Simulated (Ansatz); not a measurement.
# Cl₂FH₃OSi₂: a ladder of functionals and wavefunction methods

How much do the methods differ for Cl₂FH₃OSi₂? The plan is to run it at one geometry with functionals of several rungs and with coupled cluster, and see how far each lands from CCSD(T) at the basis-set limit for the atomisation energy.

Computed with Ansatz 0.2.0, Gaussian basis. Level: functionals in def2-TZVPP, the program's frozen cores in correlated methods.

Levels to be run: PBE-D4, r2SCAN-D4, PBE0-D4, B3LYP-D4, ωB97X-V, ωB97M-V, B2PLYP; CCSD(T)/def2-TZVPP; MP2/def2-QZVPP; extrapolation to the limit.

### Step 1. The relaxed structure

All runs share one geometry, relaxed beforehand with PBE0-D4 in a triple-zeta def2 set.

SMILES `F[SiH2]O[SiH](Cl)Cl`, 9 atoms, charge 0, spin multiplicity 1.

Atoms are counted from 1 here; the program's logs count them from 0.

Bond lengths: F1–Si2 1.588 Å, Si2–O3 1.627 Å, Si2–H7 1.476 Å, Si2–H8 1.476 Å, O3–Si4 1.609 Å, Si4–Cl5 2.036 Å, Si4–Cl6 2.036 Å, Si4–H9 1.467 Å. Angles: F1–Si2–O3 107.1°, F1–Si2–H7 108.1°, F1–Si2–H8 108.1°, O3–Si2–H7 109.8°, O3–Si2–H8 109.9°, H7–Si2–H8 113.7°, Si2–O3–Si4 155.0°, O3–Si4–Cl5 109.7°, O3–Si4–Cl6 109.7°, O3–Si4–H9 109.9°, Cl5–Si4–Cl6 108.7°, Cl5–Si4–H9 109.5°, Cl6–Si4–H9 109.4°.

### Step 2. PBE-D4 (GGA)

The input, in.yaml:

```yaml
crystal:
  periodic: [false, false, false]
  atoms:
    - {symbol: F, position_ang: [-1.301164, 0.023202, -2.475830]}
    - {symbol: Si, position_ang: [-0.543855, 0.775349, -1.299655]}
    - {symbol: O, position_ang: [-0.163012, -0.344545, -0.181824]}
    - {symbol: Si, position_ang: [0.450233, -0.862950, 1.212473]}
    - {symbol: Cl, position_ang: [2.435494, -0.417749, 1.295700]}
    - {symbol: Cl, position_ang: [-0.492712, 0.062119, 2.762010]}
    - {symbol: H, position_ang: [0.689377, 1.368018, -1.853932]}
    - {symbol: H, position_ang: [-1.469355, 1.768496, -0.719446]}
    - {symbol: H, position_ang: [0.268794, -2.314438, 1.329503]}
basis:
  gaussian: {orbitals: def2-TZVPP}
hamiltonian: {xc: pbe, dispersion: d4}
output: {forces: true, orbitals: {seedname: orbitals}}
```

The run is started by

```console
ansatz run in.yaml --threads 4 --pin off --events-out ev --progress --plain --max-ram 10444MiB
```

The runs that follow: r2SCAN-D4 (meta-GGA); PBE0-D4 (hybrid); B3LYP-D4 (hybrid); ωB97X-V (range-separated); ωB97M-V (range-separated); B2PLYP (double hybrid); CCSD(T) in def2-TZVPP; MP2 in def2-QZVPP.

**Question.** What will the summary of the whole plan be? Wanted: atomisation energy, CCSD(T)/CBS; farthest; mean size of error, hybrid; mean size of error, range-separated; gap, smallest and largest; T1 diagnostic; triples share of the correlation energy.

As calculated:

```
                               quantity                                 value
        atomisation energy, CCSD(T)/CBS                         3353.1 kJ/mol
 functionals within 16.8 kJ/mol (0.5 %)           r2SCAN-D4, ωB97X-V, ωB97M-V
                               farthest                 B2PLYP (-73.9 kJ/mol)
             mean size of error, hybrid                           63.9 kJ/mol
    mean size of error, range-separated                            5.0 kJ/mol
              gap, smallest and largest  7.25 eV (PBE-D4), 14.10 eV (ωB97X-V)
                          T1 diagnostic                                0.0106
triples share of the correlation energy                                 3.5 %
```

**Reading.** PBE-D4 misses by -23.6 kJ/mol. Double hybrids carry the basis error of their MP2 part in triple zeta, and no dispersion term here, so their miss is partly the set-up's. Misses under about 16.8 kJ/mol are within the doubt on the reference itself, which lacks core-valence correlation, relativity and higher excitations. Hartree-Fock recovers 75 % of the binding; the rest is correlation. The gap grows from 7.2 to 14.1 eV across the functionals, mostly with the share of exact exchange.
